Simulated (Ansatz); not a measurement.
# C3H11NO3Ti: up Jacob's ladder to CCSD(T)

The task here is to estimate one member of a computed series from the others.

The runs use Ansatz 0.2.0, Gaussian basis; functionals in def2-TZVPP, the program's frozen cores in correlated methods.

Levels to be run: LDA (SPW92), PBE-D4, revPBE-D4, BLYP-D4, r2SCAN-D4, B97M-V, PBE0-D4, B3LYP-D4, r2SCANh-D4, r2SCAN0-D4, HSE06-D4, BHLYP-D4, CAM-B3LYP-D4, LC-ωPBE, ωB97X-V, ωB97M-V, B2PLYP, PBE-QIDH; CCSD(T)/def2-SVP; CCSD(T)/def2-TZVPP; MP2/def2-QZVPP; extrapolation to the limit; RPA on PBE.

## Structure used throughout

An earlier PBE0-D4 in a triple-zeta def2 set relaxation fixed the geometry.

19 atoms, charge 0, spin multiplicity 1.

Atoms are counted from 1 here; the program's logs count them from 0.

Bond lengths: C1–O2 1.389 Å, C1–H9 1.096 Å, C1–H10 1.097 Å, C1–H11 1.096 Å, O2–Ti3 1.790 Å, Ti3–N4 1.891 Å, Ti3–O5 1.792 Å, Ti3–O7 1.790 Å, N4–H12 1.010 Å, N4–H13 1.010 Å, O5–C6 1.391 Å, C6–H14 1.096 Å, C6–H15 1.096 Å, C6–H16 1.096 Å, O7–C8 1.389 Å, C8–H17 1.097 Å, C8–H18 1.096 Å, C8–H19 1.096 Å. Angles: O2–C1–H9 110.0°, O2–C1–H10 111.2°, O2–C1–H11 110.7°, H9–C1–H10 108.3°, H9–C1–H11 108.1°, H10–C1–H11 108.4°, C1–O2–Ti3 147.9°, O2–Ti3–N4 108.9°, O2–Ti3–O5 107.4°, O2–Ti3–O7 114.7°, N4–Ti3–O5 109.6°, N4–Ti3–O7 108.9°, O5–Ti3–O7 107.3°, Ti3–N4–H12 124.5°, Ti3–N4–H13 124.5°, H12–N4–H13 110.2°, Ti3–O5–C6 144.6°, O5–C6–H14 110.3° and more.

The first run:

in.yaml reads:

```yaml
crystal:
  periodic: [false, false, false]
  atoms:
    - {symbol: C, position_ang: [-1.427780, -1.534405, 2.112549]}
    - {symbol: O, position_ang: [-1.411892, -0.912327, 0.871014]}
    - {symbol: Ti, position_ang: [-0.497996, 0.047083, -0.332138]}
    - {symbol: N, position_ang: [-1.665885, 1.305434, -1.124745]}
    - {symbol: O, position_ang: [0.805669, 0.905906, 0.547651]}
    - {symbol: C, position_ang: [1.310926, 2.156063, 0.887229]}
    - {symbol: O, position_ang: [0.276983, -0.917666, -1.625188]}
    - {symbol: C, position_ang: [1.423837, -1.539800, -2.100824]}
    - {symbol: H, position_ang: [-2.396322, -1.375131, 2.599268]}
    - {symbol: H, position_ang: [-0.643383, -1.134807, 2.766588]}
    - {symbol: H, position_ang: [-1.273431, -2.614132, 2.006068]}
    - {symbol: H, position_ang: [-1.600298, 1.624176, -2.080704]}
    - {symbol: H, position_ang: [-2.528270, 1.626625, -0.708929]}
    - {symbol: H, position_ang: [2.332997, 2.268076, 0.508066]}
    - {symbol: H, position_ang: [0.694487, 2.959643, 0.467767]}
    - {symbol: H, position_ang: [1.337975, 2.271351, 1.976691]}
    - {symbol: H, position_ang: [2.322278, -1.141197, -1.614326]}
    - {symbol: H, position_ang: [1.516778, -1.379564, -3.180644]}
    - {symbol: H, position_ang: [1.381526, -2.619628, -1.918892]}
basis:
  gaussian: {orbitals: def2-TZVPP}
hamiltonian: {xc: lda}
output: {orbitals: {seedname: orbitals}}
```

Launch:

```console
$ ansatz run in.yaml --threads 4 --pin off --events-out ev --progress --plain --max-ram 66560MiB --backend cuda --devices 0, --max-vram 37GiB
```

Steps of the session up to this table: LDA; PBE-D4 (GGA); revPBE-D4 (GGA); BLYP-D4 (GGA); r2SCAN-D4 (meta-GGA); B97M-V (meta-GGA); B3LYP-D4 (hybrid); r2SCANh-D4 (hybrid); r2SCAN0-D4 (hybrid); HSE06-D4 (hybrid); BHLYP-D4 (hybrid); CAM-B3LYP-D4 (range-separated); LC-ωPBE (range-separated); ωB97X-V (range-separated); ωB97M-V (range-separated); B2PLYP (double hybrid); PBE-QIDH (double hybrid).

One table of the session follows, with a row left open; its other results are not shown here.

It belongs to the step «Frontier levels by functional». 

| functional | HOMO (eV) | gap (eV) |
| --- | --- | --- |
| LDA (SPW92) | ? | ? |
| PBE-D4 | -5.63 | 3.99 |
| revPBE-D4 | -5.56 | 3.99 |
| BLYP-D4 | -5.51 | 3.96 |
| r2SCAN-D4 | -5.92 | 4.37 |
| B97M-V | -6.02 | 4.41 |
| PBE0-D4 | -7.04 | 6.38 |
| B3LYP-D4 | -6.80 | 5.85 |
| r2SCANh-D4 | -6.45 | 5.28 |
| r2SCAN0-D4 | -7.26 | 6.67 |
| HSE06-D4 | -6.64 | 5.59 |
| BHLYP-D4 | -8.38 | 8.87 |
| CAM-B3LYP-D4 | -8.46 | 8.91 |
| LC-ωPBE | -9.82 | 11.45 |
| ωB97X-V | -9.48 | 11.05 |
| ωB97M-V | -9.41 | 10.67 |

Estimate the missing values for LDA (SPW92).

The run gave: HOMO (eV): -5.81; gap (eV): 3.96. In the column «HOMO (eV)» it lies between r2SCAN-D4 (-5.92) and PBE-D4 (-5.63).
